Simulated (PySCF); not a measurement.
**LiZn with other numerical set-ups**

The method stays; parts of the set-up, such as the basis or the Hamiltonian, are changed.

The runs use PySCF 2.14.0; each script names its method and basis.

4 further runs of the same task are left out: 4 that didn't finish.

## 1. Starting geometry

LiZn: 2 atoms, charge 0, spin multiplicity 2.

Bond lengths: Li1–Zn2 2.228 Å.

## 2. The run that the others are compared with

File input.py:

```python
from pyscf import gto, scf
from pyscf.prop.polarizability import uhf as pol

mol = gto.M(
    atom='Li 0 0 0; Zn 0 0 2.228',
    basis='def2-svpd',
    charge=0,
    spin=1,
    verbose=4,
)
mf = scf.UHF(mol)
mf.kernel()
print('polarizability (a.u.)')
print(pol.Polarizability(mf).polarizability().round(4))
mf.dip_moment()
print('orbital energies (hartree):', [e[max(0, n-3):n+3].round(4) for e, n in zip(mf.mo_energy, mol.nelec)])
```

Started as:

```
OMP_NUM_THREADS=1 python input.py
```

The log of this run is left out.

It gives: E(SCF) = -1784.961252 Eh, 14 cycles, ⟨S²⟩ = 0.805, μ = 0.91 D, α(xx, yy, zz) = 258.2, 258.2, 577.0 bohr³.

The bond length is a typed value, not an optimised one.

## 3. Lanl2dz (core potential on)

Edit 1 changes basis set: def2-svpd → lanl2dz; core potential: off → on. The core potential changes with it: totals don't compare.

File input.py:

```python
from pyscf import gto, scf
from pyscf.prop.polarizability import uhf as pol

mol = gto.M(
    atom='Li 0 0 0; Zn 0 0 2.228',
    basis='lanl2dz',
    ecp={'Zn': 'lanl2dz'},
    charge=0,
    spin=1,
    verbose=4,
)
mf = scf.UHF(mol)
mf.kernel()
print('polarizability (a.u.)')
print(pol.Polarizability(mf).polarizability().round(4))
mf.dip_moment()
print('orbital energies (hartree):', [e[max(0, n-3):n+3].round(4) for e, n in zip(mf.mo_energy, mol.nelec)])
```

Started as:

```
OMP_NUM_THREADS=1 python input.py
```

## 4. Density fitting def2-universal-jkfit

Edit 2 changes density fitting: none → def2-universal-jkfit.

Changes to input.py since step 2:

```diff
@@ -11,2 +11,3 @@
 mf = scf.UHF(mol)
+mf = mf.density_fit(auxbasis='def2-universal-jkfit')
 mf.kernel()
```

## 5. Jorge-dzp

Edit 3 changes basis set: def2-svpd → jorge-dzp.

Changes to input.py since step 2:

```diff
@@ -5,3 +5,3 @@
     atom='Li 0 0 0; Zn 0 0 2.228',
-    basis='def2-svpd',
+    basis='jorge-dzp',
     charge=0,
```

## 6. 6-31g*

Edit 4 changes basis set: def2-svpd → 6-31g*.

Changes to input.py since step 2:

```diff
@@ -5,3 +5,3 @@
     atom='Li 0 0 0; Zn 0 0 2.228',
-    basis='def2-svpd',
+    basis='6-31g*',
     charge=0,
```

## 7. Sbkjc (core potential on)

Edit 5 changes basis set: def2-svpd → sbkjc; core potential: off → on. The core potential changes with it: totals don't compare.

Changes to input.py since step 2:

```diff
@@ -5,3 +5,4 @@
     atom='Li 0 0 0; Zn 0 0 2.228',
-    basis='def2-svpd',
+    basis='sbkjc',
+    ecp={'Li': 'sbkjc', 'Zn': 'sbkjc'},
     charge=0,
```

## 8. Density fitting weigend

Edit 6 changes density fitting: none → weigend.

Changes to input.py since step 2:

```diff
@@ -11,2 +11,3 @@
 mf = scf.UHF(mol)
+mf = mf.density_fit(auxbasis='weigend')
 mf.kernel()
```

Before running it: what results should come out? Wanted: for each run, E(SCF); from base; gap, α spin; SCF dipole.

**Answer**, as computed:

```csv
run,E(SCF) (hartree),from base (eV),cycles,"gap, α spin (eV)",SCF dipole (D),functions
base,-1784.961252,0,14,4.84,0.91,46
lanl2dz (core potential on),-70.923740,not comparable,24,4.90,1.41,27
density fitting def2-universal-jkfit,-1784.961160,+0.0025,14,4.84,0.91,46
jorge-dzp,-1785.086096,-3.3972,14,4.94,0.79,58
6-31g*,-1784.896801,+1.7538,13,5.17,0.88,48
sbkjc (core potential on),-225.119459,not comparable,17,4.93,1.16,39
density fitting weigend,-1771.810427,+357.8522,13,4.87,0.84,46
```

**Reading.** The largest comparable shift of the SCF energy, +357.852 eV, comes with the run “density fitting weigend”. jorge-dzp (58 functions) gives an energy 3.40 eV lower than def2-svpd (46). 6-31g* (48 functions) gives an energy 1.75 eV higher than def2-svpd (46); size alone doesn't order basis sets of different families.
